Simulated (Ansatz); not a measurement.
ClFGaH, SMILES [F][GaH][Cl], an active-space calculation

Computed with Ansatz 0.2.0, Python API.

Run as a notebook:

In [1]:
```python
import ansatz as az
```

In [2]:
```python
BASIS = "def2-SVP"
```

In [3]:
```python
system = (
    az.Crystal.molecule()
    .atom("F", (-1.7519, -0.1453, 0.4091))
    .atom("Ga", (-0.014, 0.1136, -0.2553))
    .atom("Cl", (0.9445, -1.5031, 0.4127))
    .atom("H", (0.877, 1.4745, -0.5868))
)

calculation = (
    system.calculation()
    .basis(gaussian=BASIS)
    .correlation(active_electrons=4, active_orbitals=4)
)
for method in ["sc_nevpt2"]:
    rep = (calculation if method is None else calculation.correlation(method)).run().report
    space = rep["configurations"]
    state = space["states"][0]
    print(method or "casscf", f"total {rep['free_energy_ev'] / 27.211386246:.6f} Ha, active-space state {state['energy']['hartree']:.6f} Ha, mean field {rep['reference_energy_ev'] / 27.211386246:.6f} Ha")
    print("  determinants", state["n_determinants"], " natural occupations", [round(n, 3) for n in space["natural_occupations"]])
print("effectively unpaired electrons, sum of min(n, 2 - n):", round(sum(min(n, 2 - n) for n in space["natural_occupations"]), 3))
```
```text
RunWarning: the results are in doubt because another end's mean lies 0.459 eV lower, and its corrected mean 0.338 eV higher
sc_nevpt2 total -2482.892898 Ha, active-space state -2482.398572 Ha, mean field -2482.360731 Ha
  determinants 36  natural occupations [1.979, 1.965, 0.039, 0.017]
effectively unpaired electrons, sum of min(n, 2 - n): 0.112
```

Total energies depend on the basis set; only differences at equal settings carry meaning. Warnings are shown shortened and without file and line. The geometry is a force-field or estimated start, not a minimum of this method, and the basis set is short of its limit. The active space starts as a window about the frontier orbitals and is then optimised, not chosen by chemistry. A lower CASSCF solution was found and passed over, so the printed active-space state isn't the lowest. Wall time of the script: 8.1 s on 1 thread of Arm Neoverse V2, with other jobs on the host, peak memory 0.21 GiB.

(Lines on the test bed's own set-up are left out of the output.)
